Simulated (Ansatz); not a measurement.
# Be16H: the cost of one run

Program: Ansatz 0.2.0. Level of theory: DFT PBE, plane waves, PAW, scalar-relativistic, no spin polarisation. These are calculated values, not measurements.

## Step 1: The starting structure

The cell holds 17 atoms (Be16H): a = 4.580 Å, b = 3.966 Å, c = 7.177 Å, α = 90.00°, β = 90.00°, γ = 90.00°.

As a file:

```
Be H
1.0
    -2.29000   -3.96640    0.00000
     3.43500   -1.98320    0.00000
     0.00000    0.00000    7.17686
Be H
16 1
Direct
  0.75000 0.50000 0.00000
  0.50000 0.33333 0.25000
  0.75000 0.50000 0.50000
  0.50000 0.33333 0.75000
  0.50000 0.00000 0.00000
  0.25000 0.83333 0.25000
  0.50000 0.00000 0.50000
  0.25000 0.83333 0.75000
  0.25000 0.50000 0.00000
  0.00000 0.33333 0.25000
  0.25000 0.50000 0.50000
  0.00000 0.33333 0.75000
  0.00000 0.00000 0.00000
  0.75000 0.83333 0.25000
  0.00000 0.00000 0.50000
  0.75000 0.83333 0.75000
  0.49706 0.31314 0.43880
```

## Step 2: End point A

Contents of input.yaml:

```yaml
crystal:
  lattice:
    - [-2.29, -3.966396, 0.0]
    - [3.435, -1.983198, 0.0]
    - [0.0, 0.0, 7.17686]
  atoms:
    - { symbol: Be, position: [0.75, 0.5, 0.0] }
    - { symbol: Be, position: [0.5, 0.3333333, 0.25] }
    - { symbol: Be, position: [0.75, 0.5, 0.5] }
    - { symbol: Be, position: [0.5, 0.3333333, 0.75] }
    - { symbol: Be, position: [0.5, 0.0, 0.0] }
    - { symbol: Be, position: [0.25, 0.8333333, 0.25] }
    - { symbol: Be, position: [0.5, 0.0, 0.5] }
    - { symbol: Be, position: [0.25, 0.8333333, 0.75] }
    - { symbol: Be, position: [0.25, 0.5, 0.0] }
    - { symbol: Be, position: [0.0, 0.3333333, 0.25] }
    - { symbol: Be, position: [0.25, 0.5, 0.5] }
    - { symbol: Be, position: [0.0, 0.3333333, 0.75] }
    - { symbol: Be, position: [0.0, 0.0, 0.0] }
    - { symbol: Be, position: [0.75, 0.8333333, 0.25] }
    - { symbol: Be, position: [0.0, 0.0, 0.5] }
    - { symbol: Be, position: [0.75, 0.8333333, 0.75] }
    - { symbol: H, position: [0.4970618, 0.3131361, 0.4388037] }
basis:
  ecutwfc: 420.0
kpoints:
  mp_grid: { grid: [5, 6, 4] }
hamiltonian:
  xc: pbe
scf:
  occupations: { method: gaussian, width: 0.1 }
  lower_state_search: "off"
relax:
  f_tol: 0.03
  max_steps: 60
  adjacent_minimum: "off"
```

Launch:

```sh
$ ansatz run input.yaml --threads 2 --pin off --max-ram 5120MiB --backend cpu --events-out ev --progress --plain --runs-dir out
```

**Question.** How long does this run take on 2 threads of Arm Neoverse V1, shared host, and how much memory does it need?

About 53 s, with a peak of 0.49 GiB.
